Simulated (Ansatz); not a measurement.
# Magnesium, dhcp under BLYP: structure, energy and stiffness

Aim: take magnesium in the dhcp structure, relax it, solve it on a dense k-mesh, then scale the cell to 7 volumes from 88 to 112 % of the relaxed one and try a fit of the equation of state. Spin polarisation is left out. The k-meshes are 11×11×3 for the relaxation; 15×15×4 for the dense run; 13×13×4 for the volumes.

Method: DFT BLYP, plane waves (420 eV) with PAW, scalar-relativistic; PBE-made PAW files, in Ansatz 0.2.0.

### 1 Starting point

Symmetry: P6_3/mmc, No. 194, hexagonal system. Conventional cell: a = 3.203 Å, b = 3.203 Å, c = 10.461 Å, α = 90.00°, β = 90.00°, γ = 120.00°. Mg (site symmetry -3m) has 12 Mg at 3.20 Å as nearest neighbours. Around Mg (site symmetry -6m2) lie 12 Mg at 3.20 Å.

Structure file:

```
Mg
1.0
     3.20305    0.00000    0.00000
    -1.60153    2.77392    0.00000
     0.00000    0.00000   10.46117
Mg
4
Cartesian
  0.0000 0.0000 0.0000
  0.0000 0.0000 5.2306
  0.0000 1.8493 2.6153
  1.6015 0.9246 7.8459
```

### 2 Geometry optimisation

The input, input.yaml:

```yaml
crystal:
  lattice:
    - [3.2030520135, 0.0, 0.0]
    - [-1.6015260067, 2.7739244133, 0.0]
    - [0.0, 0.0, 10.461167876]
  atoms:
    - { symbol: Mg, position: [0.0, 0.0, 0.0] }
    - { symbol: Mg, position: [0.0, 0.0, 0.5] }
    - { symbol: Mg, position: [0.3333333333, 0.6666666667, 0.25] }
    - { symbol: Mg, position: [0.6666666667, 0.3333333333, 0.75] }
hamiltonian:
  xc: blyp
  pseudopotentials:
    kind: paw
    azcp:
      Mg: "pseudopotentials/Mg.paw.azcp"
basis:
  ecutwfc: 420
  fft_grid_basis: typed
kpoints:
  mp_grid: { grid: [11, 11, 3], shift: [0, 0, 0] }
magnetization:
  spin_polarized: false
scf:
  occupations: { method: fermi_dirac, width: 0.1 }
relax:
  max_steps: 60
  f_tol: 0.01
  cell: {}
```

Further steps of the session: The energy on a finer k-mesh; At 88 % of the relaxed volume; At 92 % of the relaxed volume; At 96 % of the relaxed volume; At 100 % of the relaxed volume; At 104 % of the relaxed volume; At 108 % of the relaxed volume; At 112 % of the relaxed volume.

What does the calculation give? Wanted: space group; conventional cell; volume; shortest distance; gap on the mesh; relative to hcp; V₀, B₀, B₀′.

**Answer**, as computed:

| quantity | value |
| --- | --- |
| space group (spins left aside) | P6_3/mmc (No. 194) |
| conventional cell | a = 3.219 Å, c = 10.485 Å (c/a = 3.257) |
| volume | 23.526 Å³/atom |
| shortest distance | 3.213 Å |
| gap on the mesh | none (levels filled in part) |
| relative to hcp | +6 meV/atom |
| V₀, B₀, B₀′ | 23.609 Å³/atom, 30 GPa, 4.4 |

In words: The relaxation enlarged the cell by 1.2 % in volume. Against the reference form of magnesium (hcp, computed apart with the same settings) it stands 6 meV/atom higher. Levels at the Fermi energy are filled in part, as in a metal. The fitted modulus is 30 GPa; letting shape and positions relax at each volume could only lower it. Relaxation kept the symmetry; phonons were not checked.
